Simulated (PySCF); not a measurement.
# 4-ethoxyphenylboronic acid (C8H11BO3): NMR shifts in solvents

Aim: compute the NMR shifts of 4-ethoxyphenylboronic acid (C8H11BO3) (`CCOc1ccc(B(O)O)cc1`), and see what a dielectric continuum does where one was used.

The runs use PySCF 2.14.0, with density-fitted response routines of our own; the level of theory stands in each step. All values are computed, except where a source is named. Atoms are numbered from 0 throughout.

## (1) Starting geometry

23 atoms, charge 0, multiplicity 1; geometry from: GFN2-xTB.

Bonds of the start (Å): C0–C1 1.52, C1–O2 1.41, O2–C3 1.36, C3–C4 1.40, C4–C5 1.38, C5–C6 1.40, C6–B7 1.58, B7–O8 1.35, B7–O9 1.36, C6–C10 1.39, C10–C11 1.38, C11–C3 1.39, C0–H12 1.09, C0–H13 1.09, C0–H14 1.09, C1–H15 1.10, C1–H16 1.10, C4–H17 1.08, C5–H18 1.08, O8–H19 0.96, O9–H20 0.96, C10–H21 1.08, C11–H22 1.08.

## (2) Relaxing the molecule at PBE0-D3(BJ)/def2-SVP

The job: settings as JSON, then the geometry in Å.

```
{"job": {"xc": "PBE0", "basis": "def2-SVP", "d3": "d3bj", "grid": 1, "kind": "geom"}, "charge": 0, "multiplicity": 1}
C     -4.325922    -0.222118     0.031765
C     -2.930984     0.338111    -0.198261
O     -2.002386    -0.631889     0.242938
C     -0.673028    -0.367135     0.150235
C      0.183940    -1.371753     0.606969
C      1.548013    -1.199190     0.560577
C      2.125103    -0.027308     0.060517
B      3.693972     0.135703     0.028837
O      4.461049    -0.898375     0.440499
O      4.335104     1.265966    -0.388435
C      1.252891     0.959768    -0.391790
C     -0.122344     0.806178    -0.353645
H     -5.072890     0.490512    -0.306481
H     -4.473054    -0.421188     1.089698
H     -4.445489    -1.152986    -0.515609
H     -2.777019     0.550290    -1.265772
H     -2.800764     1.271721     0.367042
H     -0.254064    -2.278935     0.993885
H      2.202290    -1.979797     0.916305
H      5.400709    -0.718105     0.392536
H      3.774639     1.985783    -0.671394
H      1.646406     1.886284    -0.791442
H     -0.750926     1.605447    -0.715959
```

On the command line:

```console
OMP_NUM_THREADS=1 python probes_run.py task.json out
```

One launch serves the whole session: the jobs run in the order shown.

Log:

```text
step   0  E = -561.08345769  max force = 0.015799
step   1  E = -561.08542441  max force = 0.002448
step   2  E = -561.08545088  max force = 0.001051
step   3  E = -561.08545007  max force = 0.001308
step   4  E = -561.08546071  max force = 0.001347
step   5  E = -561.08547023  max force = 0.000716
step   6  E = -561.08547566  max force = 0.000765
step   7  E = -561.08548061  max force = 0.000205
optimisation converged
```

Wall time 4.8 min (1 thread, shared host).

Step by step:

| step | energy from step 0 (eV) | largest force component (eV/Å) |
| --- | --- | --- |
| 0 | 0.0000 | 0.8124 |
| 1 | -0.0535 | 0.1259 |
| 2 | -0.0542 | 0.0540 |
| 3 | -0.0542 | 0.0673 |
| 4 | -0.0545 | 0.0693 |
| 5 | -0.0548 | 0.0368 |
| 6 | -0.0549 | 0.0393 |
| 7 | -0.0550 | 0.0105 |

Distances of close pairs at the start and the end, largest changes first:

| bond | before (Å) | after (Å) | change (Å) |
| --- | --- | --- | --- |
| C5–H18 | 1.079 | 1.093 | +0.014 |
| O2–C3 | 1.359 | 1.345 | -0.014 |
| C0–H14 | 1.086 | 1.100 | +0.013 |
| C0–H12 | 1.086 | 1.100 | +0.013 |
| C10–H21 | 1.083 | 1.096 | +0.013 |
| C0–H13 | 1.087 | 1.100 | +0.013 |
| C6–B7 | 1.578 | 1.565 | -0.013 |
| C4–H17 | 1.079 | 1.092 | +0.013 |

The next job starts from the end point, and lists it.

| at the end point | value |
| --- | --- |
| rotational constants (GHz, main isotopes) | 3.265, 0.379, 0.341 |
| dipole moment (D) | 2.72 |

## (3) Nuclear shieldings: PBE0/pcSseg-1 in benzene

The job: settings as JSON, then the geometry in Å.

```
{"job": {"kind": "nmr", "xc": "PBE0", "basis": "pcSseg-1", "solvent": "benzene", "pop": true}, "charge": 0, "multiplicity": 1}
C     -3.878816    -0.116418     0.231797
C     -2.495282     0.439065     0.001369
O     -1.561550    -0.527330     0.423636
C     -0.245966    -0.278851     0.294416
C      0.624460    -1.292247     0.725155
C      1.995077    -1.122351     0.623903
C      2.559521     0.052646     0.091441
B      4.113014     0.202172    -0.020443
O      4.898552    -0.799388     0.462020
O      4.734488     1.282557    -0.583051
C      1.669560     1.048501    -0.325995
C      0.286137     0.904462    -0.232586
H     -4.640968     0.610171    -0.085101
H     -4.033295    -0.342390     1.296859
H     -4.022490    -1.044656    -0.340242
H     -2.339622     0.672846    -1.068589
H     -2.348458     1.378268     0.567366
H      0.187714    -2.205519     1.134188
H      2.662393    -1.919135     0.961752
H      5.832583    -0.601484     0.336292
H      4.122571     1.949169    -0.905314
H      2.047303     1.989344    -0.743109
H     -0.363858     1.712279    -0.568852
```

With the program's defaults for keys left out, this is: GIAO PBE0/pcSseg-1 NMR shielding, non-relativistic, IEF-PCM benzene.

Log:

```text
coarse grid: 19856 points
cycle   1  E = -561.1358197359  dE =  1.993e+00  |g| = 9.825e-01  |ddm| = 4.547e+00
cycle   2  E = -561.0071560145  dE =  1.287e-01  |g| = 1.317e+00  |ddm| = 1.725e+00
cycle   3  E = -561.3148291496  dE = -3.077e-01  |g| = 1.126e-01  |ddm| = 1.029e+00
cycle   4  E = -561.3172223315  dE = -2.393e-03  |g| = 4.694e-02  |ddm| = 1.242e-01
cycle   5  E = -561.3176800272  dE = -4.577e-04  |g| = 1.609e-02  |ddm| = 5.110e-02
cycle   6  E = -561.3177302384  dE = -5.021e-05  |g| = 4.125e-03  |ddm| = 1.803e-02
cycle   7  E = -561.3177337589  dE = -3.521e-06  |g| = 9.861e-04  |ddm| = 4.302e-03
final grid: 193592 points
cycle   8  E = -561.4163751460  dE = -5.870e-05  |g| = 1.329e-02  |ddm| = 5.431e-02
cycle   9  E = -561.4163402349  dE =  3.491e-05  |g| = 1.938e-02  |ddm| = 2.286e-02
cycle  10  E = -561.4164101660  dE = -6.993e-05  |g| = 1.968e-03  |ddm| = 1.439e-02
cycle  11  E = -561.4164110299  dE = -8.639e-07  |g| = 3.339e-04  |ddm| = 2.249e-03
cycle  12  E = -561.4164110486  dE = -1.868e-08  |g| = 1.792e-04  |ddm| = 4.744e-04
cycle  13  E = -561.4164110563  dE = -7.663e-09  |g| = 4.416e-05  |ddm| = 1.907e-04
cycle  14  E = -561.4164110567  dE = -4.400e-10  |g| = 1.532e-05  |ddm| = 4.834e-05
converged SCF energy = -561.4164110567

GIAO shielding tensors (ppm)
atom      isotropic    diamagn.    paramagn.     s11        s22        s33       span
  0 C      168.006     244.226     -76.220    153.419    166.677    183.921     30.502
  1 C      121.442     248.520    -127.079     98.061    106.179    160.085     62.024
  2 O      196.353     401.383    -205.030    104.119    238.929    246.010    141.891
  3 C       17.653     257.208    -239.555    -66.870      4.467    115.362    182.232
  4 C       62.137     255.196    -193.059    -26.875     52.249    161.036    187.910
  5 C       41.304     254.883    -213.579    -73.034     23.575    173.371    246.405
  6 C       59.819     259.161    -199.343    -30.440     18.301    191.595    222.035
  7 B       73.854     199.732    -125.878     63.629     67.610     90.323     26.693
  8 O      228.693     383.071    -154.378    131.152    266.114    288.811    157.658
  9 O      230.866     385.669    -154.804    120.055    269.070    303.471    183.416
 10 C       45.355     258.019    -212.665    -71.395     36.558    170.901    242.296
 11 C       72.485     259.954    -187.469    -17.246     57.389    177.312    194.558
 12 H       29.988      25.443       4.545     25.596     27.462     36.907     11.311
 13 H       29.617      27.778       1.840     25.732     27.710     35.411      9.679
 14 H       29.634      28.126       1.508     25.750     27.746     35.405      9.654
 15 H       27.536      32.824      -5.288     22.531     28.553     31.526      8.995
 16 H       27.519      32.272      -4.753     22.579     28.346     31.633      9.054
 17 H       24.070      32.997      -8.928     19.815     24.137     28.258      8.444
 18 H       23.066      31.727      -8.661     18.423     22.386     28.388      9.965
 19 H       27.168      25.332       1.835     20.490     23.688     37.325     16.835
 20 H       26.475      32.538      -6.063     17.912     25.542     35.973     18.061
 21 H       23.781      34.889     -11.107     19.423     22.889     29.032      9.609
 22 H       24.489      35.229     -10.740     19.585     24.049     29.834     10.248
```

Run time: 82 s. Hardware: 1 thread, shared host.

Shifts follow as δ = σ(reference) − σ, with reference shieldings (ppm) from runs at the same level and on the same kind of geometry: 1H TMS 31.25, 13C TMS 184.9, 17O H2O 338.8, 11B BF3·OEt2 101.0. The references are single molecules in the same continuum, so shifts against H2O, NH3, PH3, H3PO4 or CFCl3 are not on the usual liquid scales and can be off by tens of ppm. Atoms listed in one row are averaged.

| atoms | environment | σ (ppm) | δ (ppm) |
| --- | --- | --- | --- |
| C3 | aromatic carbon bearing oxygen | 17.7 | 167.2 |
| C5, C10 | aromatic CH | 43.3 | 141.5 |
| C6 | substituted aromatic carbon | 59.8 | 125.1 |
| C4, C11 | aromatic CH | 67.3 | 117.6 |
| C1 | sp3 CH2 bonded to O | 121.4 | 63.4 |
| C0 | methyl carbon | 168.0 | 16.9 |
| H18, H21 | hydrogen on an aromatic CH | 23.42 | 7.83 |
| H17, H22 | hydrogen on an aromatic CH | 24.28 | 6.98 |
| H19, H20 | hydrogen on an oxygen bonded to B | 26.82 | 4.43 |
| H15, H16 | hydrogen on an sp3 CH2 bonded to O | 27.53 | 3.73 |
| H12, H13, H14 | hydrogen on a methyl carbon | 29.75 | 1.51 |
| O2 | ether oxygen | 196.4 | 142.4 |
| O8, O9 | oxygen bonded to B, H | 229.8 | 109.0 |
| B7 | boron bonded to C, 2 O | 73.9 | 27.2 |

The run also stored atomic charges by several schemes (e):

| atoms | Mulliken | IAO | Hirshfeld | ESP fit |
| --- | --- | --- | --- | --- |
| C0 | -0.25 | -0.41 | -0.12 | -0.49 |
| C1 | -0.05 | -0.04 | 0.01 | 0.46 |
| O2 | -0.49 | -0.33 | -0.10 | -0.45 |
| C3 | 0.23 | 0.21 | 0.08 | 0.48 |
| C4, C11 | -0.13 | -0.21 | -0.08 | -0.35 |
| C5, C10 | -0.10 | -0.12 | -0.04 | -0.10 |
| C6 | -0.27 | -0.19 | -0.11 | -0.26 |
| B7 | 0.61 | 0.48 | 0.23 | 0.71 |
| O8, O9 | -0.43 | -0.56 | -0.26 | -0.74 |

Mayer bond orders: C0–C1 1.07, C1–O2 0.87, O2–C3 1.03, C3–C4 1.36, C4–C5 1.49, C5–C6 1.40, C6–B7 0.89, B7–O8 1.24, B7–O9 1.20, C6–C10 1.41, C10–C11 1.47, C11–C3 1.34.

Ring of atoms C3, C4, C5, C6, C10, C11: NICS(0) -8.5, NICS(1) -10.8, NICS(1)zz -25.9 ppm (means of both faces).

## (4) Nuclear shieldings: PBE0/pcSseg-1 in water

The job, as its differences from that of step 3:

```diff
@@ -1,2 +1,2 @@
-{"job": {"kind": "nmr", "xc": "PBE0", "basis": "pcSseg-1", "solvent": "benzene", "pop": true}, "charge": 0, "multiplicity": 1}
+{"job": {"kind": "nmr", "xc": "PBE0", "basis": "pcSseg-1", "solvent": "water", "pop": false}, "charge": 0, "multiplicity": 1}
 C     -3.878816    -0.116418     0.231797
```

Level: GIAO PBE0/pcSseg-1 NMR shielding, non-relativistic, IEF-PCM water.

Log:

```text
coarse grid: 19856 points
cycle   1  E = -561.1509521630  dE =  1.978e+00  |g| = 9.717e-01  |ddm| = 4.546e+00
cycle   2  E = -561.0323062796  dE =  1.186e-01  |g| = 1.290e+00  |ddm| = 1.646e+00
cycle   3  E = -561.3245887843  dE = -2.923e-01  |g| = 1.052e-01  |ddm| = 9.705e-01
cycle   4  E = -561.3266788975  dE = -2.090e-03  |g| = 4.279e-02  |ddm| = 1.115e-01
cycle   5  E = -561.3270539536  dE = -3.751e-04  |g| = 1.498e-02  |ddm| = 4.437e-02
cycle   6  E = -561.3270947649  dE = -4.081e-05  |g| = 3.765e-03  |ddm| = 1.564e-02
cycle   7  E = -561.3270975416  dE = -2.777e-06  |g| = 8.258e-04  |ddm| = 3.681e-03
final grid: 193592 points
cycle   8  E = -561.4256566007  dE = -5.943e-05  |g| = 1.318e-02  |ddm| = 5.456e-02
cycle   9  E = -561.4256235248  dE =  3.308e-05  |g| = 1.908e-02  |ddm| = 2.224e-02
cycle  10  E = -561.4256910698  dE = -6.754e-05  |g| = 1.871e-03  |ddm| = 1.393e-02
cycle  11  E = -561.4256918396  dE = -7.699e-07  |g| = 2.864e-04  |ddm| = 2.012e-03
cycle  12  E = -561.4256918532  dE = -1.354e-08  |g| = 1.465e-04  |ddm| = 3.822e-04
cycle  13  E = -561.4256918577  dE = -4.552e-09  |g| = 3.616e-05  |ddm| = 1.421e-04
cycle  14  E = -561.4256918580  dE = -2.883e-10  |g| = 1.071e-05  |ddm| = 3.784e-05
converged SCF energy = -561.4256918580

GIAO shielding tensors (ppm)
atom      isotropic    diamagn.    paramagn.     s11        s22        s33       span
  0 C      168.316     244.703     -76.387    153.646    166.937    184.364     30.718
  1 C      121.114     248.550    -127.436     97.179    105.611    160.552     63.373
  2 O      196.020     402.066    -206.046    103.259    238.332    246.468    143.208
  3 C       17.410     257.342    -239.932    -67.222      4.152    115.300    182.522
  4 C       63.021     255.035    -192.013    -25.538     53.012    161.590    187.127
  5 C       42.413     254.791    -212.378    -71.794     25.716    173.316    245.110
  6 C       60.270     259.668    -199.398    -30.050     19.147    191.711    221.761
  7 B       73.768     199.682    -125.914     63.464     67.691     90.147     26.682
  8 O      230.861     384.345    -153.485    132.014    268.444    292.124    160.111
  9 O      230.315     386.276    -155.961    116.518    269.136    305.290    188.772
 10 C       43.482     257.854    -214.372    -72.846     30.159    173.133    245.979
 11 C       70.915     259.846    -188.931    -18.819     53.288    178.275    197.094
 12 H       29.824      25.307       4.516     25.402     27.242     36.826     11.424
 13 H       29.674      27.859       1.814     25.802     27.755     35.465      9.662
 14 H       29.688      28.215       1.473     25.817     27.789     35.458      9.641
 15 H       27.386      32.637      -5.252     22.315     28.401     31.442      9.127
 16 H       27.372      32.094      -4.723     22.366     28.200     31.548      9.182
 17 H       24.029      32.883      -8.854     19.738     24.184     28.165      8.427
 18 H       23.121      31.931      -8.810     18.491     22.478     28.393      9.901
 19 H       26.751      25.108       1.642     19.867     23.203     37.182     17.315
 20 H       25.917      32.272      -6.355     17.233     24.842     35.677     18.444
 21 H       23.420      34.571     -11.152     18.940     22.655     28.664      9.724
 22 H       24.183      34.962     -10.778     19.224     23.834     29.492     10.268
```

Run time: 81 s. Hardware: 1 thread, shared host.

In short: δ C3 168.1, C5 142.6, C6 125.2, C4 118.5, H18 7.97, H17 7.13 ppm (means over like atoms).

## (5) Side by side: NMR shifts

Shifts (ppm) of some atoms, chosen among heavy atoms and hydrogens apart, means over like atoms, with basis size and wall time:

| run | C5 | C4 | C1 | H17 | H19 | O2 | O8 | functions | time |
| --- | --- | --- | --- | --- | --- | --- | --- | --- | --- |
| PBE0/pcSseg-1 in benzene | 141.5 | 117.6 | 63.4 | 6.98 | 4.43 | 142.4 | 109.0 | 259 | 82 s |
| PBE0/pcSseg-1 in water | 142.6 | 118.5 | 64.4 | 7.13 | 4.91 | 147.2 | 112.6 | 259 | 81 s |

The continuum's effect on the ground state:

| solvent | ε | polarisation energy (Eh) | μ (D) |
| --- | --- | --- | --- |
| benzene | 2.27 | -0.0072 | 3.34 |
| water | 78.36 | -0.0184 | 4.07 |

## (6) What came out

```
                                                                        quantity                                       value
                                            rotational constants (main isotopes)                        3.27, 0.38, 0.34 GHz
13C shifts against TMS (PBE0/pcSseg-1, benzene, means over atoms taken as alike)  167.2, 141.5, 125.1, 117.6, 63.4, 16.9 ppm
 1H shifts against TMS (PBE0/pcSseg-1, benzene, means over atoms taken as alike)            7.83, 6.98, 4.43, 3.73, 1.51 ppm
17O shifts against H2O (PBE0/pcSseg-1, benzene, means over atoms taken as alike)                            142.4, 109.0 ppm
                            11B shifts against BF3·OEt2 (PBE0/pcSseg-1, benzene)                                    27.2 ppm
                                                        range of the shift of O2                          142.4 to 147.2 ppm
```

What this shows: Over 7 steps the energy fell by 0.055 eV; of the close pairs, C5–H18 changed most, 1.079 to 1.093 Å. At PBE0/pcSseg-1: Shielding is most anisotropic at C5, C10 (span 244 ppm, paramagnetic term -213 ppm). NICS(1)zz of -26 ppm above the planar ring from C3 marks a diatropic (aromatic) ring current. Across the 2 runs the shift of O2 moves most, between 142.4 (PBE0/pcSseg-1 in benzene) and 147.2 ppm (PBE0/pcSseg-1 in water). Most of that comes from the computed reference, not from the atom's own shielding. The continuum holds electrostatics alone: no hydrogen bonds to the solvent, and the gas-phase geometry is kept.
